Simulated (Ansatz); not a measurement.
# EuAlGe: the cost of one run

Program: Ansatz 0.2.0. Level of theory: DFT PBEsol, scalar-relativistic, plane waves, PAW. These are calculated values, not measurements.

## Step 1: The structure to begin with

The cell holds 23 atoms (Al8Eu7Ge8): a = 7.971 Å, b = 8.493 Å, c = 8.493 Å, α = 90.00°, β = 105.45°, γ = 105.45°.

Structure file:

```cif
data_structure
_symmetry_space_group_name_H-M 'P 1'
_symmetry_Int_Tables_number 1
_cell_length_a 7.9713
_cell_length_b 8.4927
_cell_length_c 8.4927
_cell_angle_alpha 90.000
_cell_angle_beta 105.447
_cell_angle_gamma 105.447
_cell_volume 532.59
loop_
_atom_site_label
_atom_site_type_symbol
_atom_site_fract_x
_atom_site_fract_y
_atom_site_fract_z
_atom_site_occupancy
Al1 Al 0.32477 0.32779 0.32263 1
Al2 Al 0.32988 0.82808 0.33675 1
Al3 Al 0.32672 0.33052 0.83510 1
Al4 Al 0.32968 0.83010 0.82229 1
Al5 Al 0.83015 0.45754 0.70754 1
Al6 Al 0.83104 0.95962 0.70569 1
Al7 Al 0.83015 0.45754 0.20754 1
Al8 Al 0.83153 0.95864 0.21172 1
Eu1 Eu 0.16464 0.54116 0.04116 1
Eu2 Eu 0.16464 0.04116 0.54116 1
Eu3 Eu 0.16464 0.54116 0.54116 1
Eu4 Eu 0.66464 0.66616 0.41616 1
Eu5 Eu 0.66464 0.16616 0.41616 1
Eu6 Eu 0.66464 0.66616 0.91616 1
Eu7 Eu 0.66464 0.16616 0.91616 1
Ge1 Ge 0.00174 0.24695 0.25765 1
Ge2 Ge 0.99679 0.75110 0.25164 1
Ge3 Ge 0.00171 0.25621 0.75103 1
Ge4 Ge 0.99739 0.74484 0.74781 1
Ge5 Ge 0.49921 0.37480 0.62480 1
Ge6 Ge 0.49921 0.87480 0.62480 1
Ge7 Ge 0.49605 0.36464 0.11902 1
Ge8 Ge 0.49815 0.86910 0.12853 1
```

The host was relaxed before at PBEsol: a = 4.246 Å, b = 4.246 Å, c = 14.768 Å, α = 90.00°, β = 90.00°, γ = 90.00° (conventional cell), 22.191 Å³/atom.

Places, in fractions of the supercell: a vacancy on Eu at (0.165, 0.041, 0.041). Its neighbours start displaced at random, with a spread of 0.03 Å in each coordinate.

## Step 2: The perfect crystal in the supercell of 24 atoms

Input file input.yaml:

```yaml
crystal:
  lattice:
    - [2.1231737364, 2.1231737364, 7.384113642]
    - [-8.4926949456, 0.0, 0.0]
    - [0.0, -8.4926949456, 0.0]
  atoms:
    - { symbol: Al, position: [0.330152049, 0.3325380123, 0.3325380123] }
    - { symbol: Al, position: [0.330152049, 0.8325380123, 0.3325380123] }
    - { symbol: Al, position: [0.330152049, 0.3325380123, 0.8325380123] }
    - { symbol: Al, position: [0.330152049, 0.8325380123, 0.8325380123] }
    - { symbol: Al, position: [0.830152049, 0.4575380123, 0.7075380123] }
    - { symbol: Al, position: [0.830152049, 0.9575380123, 0.7075380123] }
    - { symbol: Al, position: [0.830152049, 0.4575380123, 0.2075380123] }
    - { symbol: Al, position: [0.830152049, 0.9575380123, 0.2075380123] }
    - { symbol: Eu, position: [0.1646389878, 0.0411597469, 0.0411597469], spin: 7.35 }
    - { symbol: Eu, position: [0.1646389878, 0.5411597469, 0.0411597469], spin: 7.35 }
    - { symbol: Eu, position: [0.1646389878, 0.0411597469, 0.5411597469], spin: 7.35 }
    - { symbol: Eu, position: [0.1646389878, 0.5411597469, 0.5411597469], spin: 7.35 }
    - { symbol: Eu, position: [0.6646389878, 0.6661597469, 0.4161597469], spin: 7.35 }
    - { symbol: Eu, position: [0.6646389878, 0.1661597469, 0.4161597469], spin: 7.35 }
    - { symbol: Eu, position: [0.6646389878, 0.6661597469, 0.9161597469], spin: 7.35 }
    - { symbol: Eu, position: [0.6646389878, 0.1661597469, 0.9161597469], spin: 7.35 }
    - { symbol: Ge, position: [0.9992089632, 0.2498022408, 0.2498022408] }
    - { symbol: Ge, position: [0.9992089632, 0.7498022408, 0.2498022408] }
    - { symbol: Ge, position: [0.9992089632, 0.2498022408, 0.7498022408] }
    - { symbol: Ge, position: [0.9992089632, 0.7498022408, 0.7498022408] }
    - { symbol: Ge, position: [0.4992089632, 0.3748022408, 0.6248022408] }
    - { symbol: Ge, position: [0.4992089632, 0.8748022408, 0.6248022408] }
    - { symbol: Ge, position: [0.4992089632, 0.3748022408, 0.1248022408] }
    - { symbol: Ge, position: [0.4992089632, 0.8748022408, 0.1248022408] }
basis:
  ecutwfc: 420
  xc_grid: 2
kpoints:
  mp_grid: { grid: [3, 3, 3], shift: [0.0, 0.0, 0.0] }
hamiltonian:
  xc: pbesol
scf:
  occupations: { method: gaussian, width: 0.05 }
  lower_state_search: "off"
output:
  forces: true
  stress: true
  eigenvalues: true
  populations: true
magnetization:
  spin_polarized: true
```

On the command line:

```
$ ansatz run input.yaml --threads 8 --pin off --max-ram 14336MiB --backend cpu --events-out ev --progress --plain --runs-dir out
```

Q: Estimate wall time and peak memory on 8 threads of Arm Neoverse V1, shared host.

About 1.8 min, with a peak of 4.5 GiB.
